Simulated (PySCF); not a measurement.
**BrCl: field gradients at the nuclei**

Aim: the electric field gradients and quadrupole couplings of BrCl at several levels. Each job file holds the settings and the coordinates that a driver script hands to the program.

Method: the levels named in each step, in PySCF 2.14.0, density-fitted response routines.

## Step 1: The starting structure

Bond lengths: Cl1–Br2 2.136 Å.

As a file:

```xyz
2

Cl    0.0000    0.0000    0.0000
Br    0.0000    0.0000    2.1357
```

## Step 2: Geometry, PBE0-D3(BJ)/def2-TZVP

job.txt

```
{"job": {"xc": "PBE0", "basis": "def2-TZVP", "d3": "d3bj", "grid": 2, "kind": "geom"}, "charge": 0, "multiplicity": 1}
Cl     0.000000     0.000000     0.000000
Br     0.000000     0.000000     2.135660
```

The program printed:

```text
step   0  E = -3033.89926481  max force = 0.001033
step   1  E = -3033.89926755  max force = 0.000159
optimisation converged
```

It took 11 s on 2 threads of Intel Xeon at 2.50GHz (Skylake/Cascade Lake), shared host; peak memory 0.32 GiB.

It ended at:

```xyz
2

Cl    0.0000    0.0000    0.0012
Br    0.0000    0.0000    2.1345
```

## Step 3: Field gradients, PBE0/def2-TZVPP

job.txt

```
{"job": {"kind": "efgt", "xc": "PBE0", "basis": "def2-TZVPP"}, "charge": 0, "multiplicity": 1}
Cl     0.000000     0.000000     0.001201
Br    -0.000000    -0.000000     2.134459
```

The program printed:

```text
coarse grid: 13648 points
cycle   1  E = -3033.8864568970  dE = -9.173e-01  |g| = 3.454e-01  |ddm| = 1.491e+00
cycle   2  E = -3033.8830546313  dE =  3.402e-03  |g| = 3.310e-01  |ddm| = 3.526e-01
cycle   3  E = -3033.8972047753  dE = -1.415e-02  |g| = 6.256e-02  |ddm| = 2.549e-01
cycle   4  E = -3033.8982026014  dE = -9.978e-04  |g| = 1.454e-02  |ddm| = 6.736e-02
cycle   5  E = -3033.8982610368  dE = -5.844e-05  |g| = 2.818e-03  |ddm| = 1.385e-02
cycle   6  E = -3033.8982627715  dE = -1.735e-06  |g| = 5.115e-04  |ddm| = 2.172e-03
final grid: 39304 points
cycle   7  E = -3033.8982578674  dE = -1.695e-09  |g| = 4.687e-04  |ddm| = 5.529e-04
cycle   8  E = -3033.8982578541  dE =  1.333e-08  |g| = 5.106e-04  |ddm| = 6.330e-04
cycle   9  E = -3033.8982579105  dE = -5.644e-08  |g| = 7.917e-05  |ddm| = 3.837e-04
cycle  10  E = -3033.8982579115  dE = -1.013e-09  |g| = 8.096e-06  |ddm| = 6.042e-05
cycle  11  E = -3033.8982579116  dE = -1.819e-11  |g| = 7.280e-07  |ddm| = 7.541e-06
converged SCF energy = -3033.8982579116

Field-gradient tensors (au): xx yy zz xy xz yz
  0 Cl   -2.77349   -2.77349    5.54699    0.00000    0.00000   -0.00000
  1 Br   -5.57097   -5.57097   11.14194   -0.00000   -0.00000   -0.00000
```

Wall time 5.8 s (2 threads of Intel Xeon at 2.50GHz (Skylake/Cascade Lake), shared host); peak memory 0.36 GiB.

## Step 4: Field gradients, PBE/def2-TZVPP

job.txt

```
{"job": {"kind": "efgt", "xc": "PBE", "basis": "def2-TZVPP"}, "charge": 0, "multiplicity": 1}
Cl     0.000000     0.000000     0.001201
Br    -0.000000    -0.000000     2.134459
```

The program printed:

```text
coarse grid: 13648 points
cycle   1  E = -3033.7603153971  dE = -9.006e-01  |g| = 4.388e-01  |ddm| = 1.516e+00
cycle   2  E = -3033.7308133738  dE =  2.950e-02  |g| = 5.280e-01  |ddm| = 5.297e-01
cycle   3  E = -3033.7672679658  dE = -3.645e-02  |g| = 1.785e-01  |ddm| = 5.092e-01
cycle   4  E = -3033.7769131162  dE = -9.645e-03  |g| = 2.249e-02  |ddm| = 1.827e-01
cycle   5  E = -3033.7770552277  dE = -1.421e-04  |g| = 6.423e-03  |ddm| = 2.414e-02
cycle   6  E = -3033.7770649214  dE = -9.694e-06  |g| = 1.641e-03  |ddm| = 6.052e-03
final grid: 39304 points
cycle   7  E = -3033.7770585763  dE =  6.007e-07  |g| = 2.244e-03  |ddm| = 2.400e-03
cycle   8  E = -3033.7770565419  dE =  2.034e-06  |g| = 3.590e-03  |ddm| = 4.079e-03
cycle   9  E = -3033.7770596047  dE = -3.063e-06  |g| = 6.929e-04  |ddm| = 3.014e-03
cycle  10  E = -3033.7770597165  dE = -1.118e-07  |g| = 7.334e-05  |ddm| = 6.012e-04
cycle  11  E = -3033.7770597178  dE = -1.357e-09  |g| = 4.165e-06  |ddm| = 6.320e-05
cycle  12  E = -3033.7770597178  dE = -4.547e-12  |g| = 9.896e-07  |ddm| = 6.977e-06
converged SCF energy = -3033.7770597178

Field-gradient tensors (au): xx yy zz xy xz yz
  0 Cl   -2.73243   -2.73243    5.46487    0.00000    0.00000    0.00000
  1 Br   -5.49184   -5.49184   10.98368    0.00000   -0.00000    0.00000
```

It took 8.5 s on 2 threads of Intel Xeon at 2.50GHz (Skylake/Cascade Lake), shared host; peak memory 0.36 GiB.

## Step 5: Field gradients, B3LYP/def2-TZVPP

job.txt

```
{"job": {"kind": "efgt", "xc": "B3LYP", "basis": "def2-TZVPP"}, "charge": 0, "multiplicity": 1}
Cl     0.000000     0.000000     0.001201
Br    -0.000000    -0.000000     2.134459
```

The program printed:

```text
coarse grid: 13648 points
cycle   1  E = -3034.3773916971  dE = -9.147e-01  |g| = 3.737e-01  |ddm| = 1.487e+00
cycle   2  E = -3034.3692458805  dE =  8.146e-03  |g| = 3.841e-01  |ddm| = 4.014e-01
cycle   3  E = -3034.3888657992  dE = -1.962e-02  |g| = 8.251e-02  |ddm| = 3.126e-01
cycle   4  E = -3034.3906990217  dE = -1.833e-03  |g| = 1.645e-02  |ddm| = 8.734e-02
cycle   5  E = -3034.3907728896  dE = -7.387e-05  |g| = 3.655e-03  |ddm| = 1.579e-02
cycle   6  E = -3034.3907759144  dE = -3.025e-06  |g| = 5.998e-04  |ddm| = 2.986e-03
final grid: 39304 points
cycle   7  E = -3034.3907740295  dE =  8.054e-09  |g| = 5.881e-04  |ddm| = 7.063e-04
cycle   8  E = -3034.3907739829  dE =  4.668e-08  |g| = 7.087e-04  |ddm| = 8.849e-04
cycle   9  E = -3034.3907740977  dE = -1.149e-07  |g| = 1.351e-04  |ddm| = 5.893e-04
cycle  10  E = -3034.3907741010  dE = -3.260e-09  |g| = 1.198e-05  |ddm| = 1.045e-04
cycle  11  E = -3034.3907741010  dE = -4.138e-11  |g| = 1.220e-06  |ddm| = 1.085e-05
converged SCF energy = -3034.3907741010

Field-gradient tensors (au): xx yy zz xy xz yz
  0 Cl   -2.79878   -2.79878    5.59755    0.00000    0.00000   -0.00000
  1 Br   -5.60857   -5.60857   11.21715    0.00000   -0.00000    0.00000
```

Wall time 6.5 s (2 threads of Intel Xeon at 2.50GHz (Skylake/Cascade Lake), shared host); peak memory 0.37 GiB.

## Step 6: Field gradients, CAM-B3LYP/def2-TZVPP

job.txt

```
{"job": {"kind": "efgt", "xc": "CAM-B3LYP", "basis": "def2-TZVPP"}, "charge": 0, "multiplicity": 1}
Cl     0.000000     0.000000     0.001201
Br    -0.000000    -0.000000     2.134459
```

The program printed:

```text
coarse grid: 13648 points
cycle   1  E = -3034.4697739901  dE = -9.434e-01  |g| = 3.806e-01  |ddm| = 1.468e+00
cycle   2  E = -3034.4743457707  dE = -4.572e-03  |g| = 3.203e-01  |ddm| = 3.413e-01
cycle   3  E = -3034.4857291010  dE = -1.138e-02  |g| = 2.849e-02  |ddm| = 1.902e-01
cycle   4  E = -3034.4858726372  dE = -1.435e-04  |g| = 1.201e-02  |ddm| = 3.272e-02
cycle   5  E = -3034.4859076574  dE = -3.502e-05  |g| = 1.502e-03  |ddm| = 1.053e-02
cycle   6  E = -3034.4859082558  dE = -5.984e-07  |g| = 5.213e-04  |ddm| = 1.559e-03
final grid: 39304 points
cycle   7  E = -3034.4859083398  dE = -2.353e-08  |g| = 4.128e-04  |ddm| = 6.011e-04
cycle   8  E = -3034.4859083462  dE = -6.330e-09  |g| = 3.701e-04  |ddm| = 5.117e-04
cycle   9  E = -3034.4859083732  dE = -2.703e-08  |g| = 4.735e-05  |ddm| = 2.665e-04
cycle  10  E = -3034.4859083734  dE = -2.415e-10  |g| = 4.050e-06  |ddm| = 2.821e-05
converged SCF energy = -3034.4859083734

Field-gradient tensors (au): xx yy zz xy xz yz
  0 Cl   -2.81546   -2.81546    5.63092    0.00000    0.00000    0.00000
  1 Br   -5.70465   -5.70465   11.40930    0.00000   -0.00000    0.00000
```

It took 7.8 s on 2 threads of Intel Xeon at 2.50GHz (Skylake/Cascade Lake), shared host; peak memory 0.37 GiB.

## Step 7: Field gradients, HF/def2-TZVPP

job.txt

```
{"job": {"kind": "efgt", "xc": "HF", "basis": "def2-TZVPP"}, "charge": 0, "multiplicity": 1}
Cl     0.000000     0.000000     0.001201
Br    -0.000000    -0.000000     2.134459
```

The program printed:

```text
final grid: 39304 points
cycle   1  E = -3031.8840839187  dE = -9.662e-01  |g| = 2.897e-01  |ddm| = 1.444e+00
cycle   2  E = -3031.8987812572  dE = -1.470e-02  |g| = 1.519e-01  |ddm| = 2.600e-01
cycle   3  E = -3031.9017905187  dE = -3.009e-03  |g| = 1.955e-02  |ddm| = 8.603e-02
cycle   4  E = -3031.9019620350  dE = -1.715e-04  |g| = 6.116e-03  |ddm| = 2.166e-02
cycle   5  E = -3031.9019768019  dE = -1.477e-05  |g| = 1.956e-03  |ddm| = 5.264e-03
cycle   6  E = -3031.9019782286  dE = -1.427e-06  |g| = 3.128e-04  |ddm| = 2.034e-03
cycle   7  E = -3031.9019782644  dE = -3.580e-08  |g| = 5.921e-05  |ddm| = 3.438e-04
cycle   8  E = -3031.9019782661  dE = -1.697e-09  |g| = 1.859e-05  |ddm| = 8.859e-05
cycle   9  E = -3031.9019782663  dE = -1.746e-10  |g| = 6.165e-06  |ddm| = 2.431e-05
converged SCF energy = -3031.9019782663

Field-gradient tensors (au): xx yy zz xy xz yz
  0 Cl   -2.84586   -2.84586    5.69172   -0.00000    0.00000    0.00000
  1 Br   -5.70740   -5.70740   11.41481   -0.00000    0.00000    0.00000
```

Wall time 1.4 s (2 threads of Intel Xeon at 2.50GHz (Skylake/Cascade Lake), shared host); peak memory 0.37 GiB.

## Step 8: Comparison

Largest principal value Vzz, in atomic units:

| atom | PBE0/def2-TZVPP | PBE/def2-TZVPP | B3LYP/def2-TZVPP | CAM-B3LYP/def2-TZVPP | HF/def2-TZVPP |
| --- | --- | --- | --- | --- | --- |
| Cl1 | 5.5470 | 5.4649 | 5.5976 | 5.6309 | 5.6917 |
| Br2 | 11.1419 | 10.9837 | 11.2171 | 11.4093 | 11.4148 |
| CPU time | 6.4 s | 10 s | 6.3 s | 6.7 s | 1.7 s |

Couplings eQVzz/h in MHz (234.9647 × Q in barn × Vzz), with Q = -0.08112 (35Cl), 0.3087 (79Br):

| nucleus | PBE0/def2-TZVPP | PBE/def2-TZVPP | B3LYP/def2-TZVPP | CAM-B3LYP/def2-TZVPP | HF/def2-TZVPP |
| --- | --- | --- | --- | --- | --- |
| 35Cl (atom 1) | -105.727 | -104.162 | -106.691 | -107.327 | -108.486 |
| 79Br (atom 2) | 808.165 | 796.686 | 813.620 | 827.558 | 827.957 |

## Step 9: What came out

| quantity | value |
| --- | --- |
| coupling of 35Cl (atom 1), PBE0/def2-TZVPP | -105.727 MHz |
| coupling of 79Br (atom 2), PBE0/def2-TZVPP | 808.165 MHz |

The largest coupling, that of 79Br, runs from 796.686 (PBE/def2-TZVPP) to 827.957 MHz (HF/def2-TZVPP). The gradients are non-relativistic, at the equilibrium geometry and in principal axes; measured couplings hold vibrational averaging and refer to the inertial axes. The def2 sets are stiff near the nuclei, which limits their accuracy.
